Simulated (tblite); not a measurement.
# C6H6BrF2Si: the cost of one run

Computed with tblite 0.8.0 and PySCF 2.14.0, with density-fitted response routines of our own, on a single molecule in the gas phase. Atoms count from 0, in the outputs and in this text.

### 1 Starting geometry

16 atoms, charge 1, multiplicity 1; geometry from: force field or distance geometry start.

Bonds of the start (Å): F0–C1 1.37, C1–F2 1.37, C1–C3 1.48, C3–C4 1.31, C4–C5 1.45, C5–C6 1.29, C6–C7 1.47, C7–Br8 1.95, C7–Si9 1.84, Si9–C3 1.84, C1–H10 1.14, C4–H11 1.10, C5–H12 1.11, C6–H13 1.11, C7–H14 1.14, Si9–H15 1.47.

### 2 Relaxing the molecule with GFN2-xTB

The job: settings as JSON, then the geometry in Å.

```
{"job": {"kind": "relax", "xc": "GFN2-xTB", "basis": "xTB"}, "charge": 1, "multiplicity": 1}
F      3.010000    -0.682700    -1.010800
C      2.419800     0.391900    -0.401100
F      2.648100     1.552700    -1.097600
C      0.984900     0.119300    -0.192700
C      0.484200    -1.024900    -0.577200
C     -0.908600    -1.384300    -0.430200
C     -1.862600    -0.700700     0.099700
C     -1.852100     0.632900     0.712300
Br    -2.463700     0.543200     2.560900
Si    -0.140500     1.315200     0.627500
H      2.872000     0.504400     0.635700
H      1.165200    -1.743100    -1.066900
H     -1.174500    -2.390000    -0.814400
H     -2.847300    -1.205900     0.101100
H     -2.587900     1.343900     0.219100
H      0.245500     2.737000     0.623400
```

Launch:

```bash
> OMP_NUM_THREADS=1 python probes_run.py task.json out
```

The driver reads the jobs from task.json and runs them one after another.

**Question.** How long does this first job take on 1 thread of Arm Neoverse V1, shared host?

About 1.3 s.
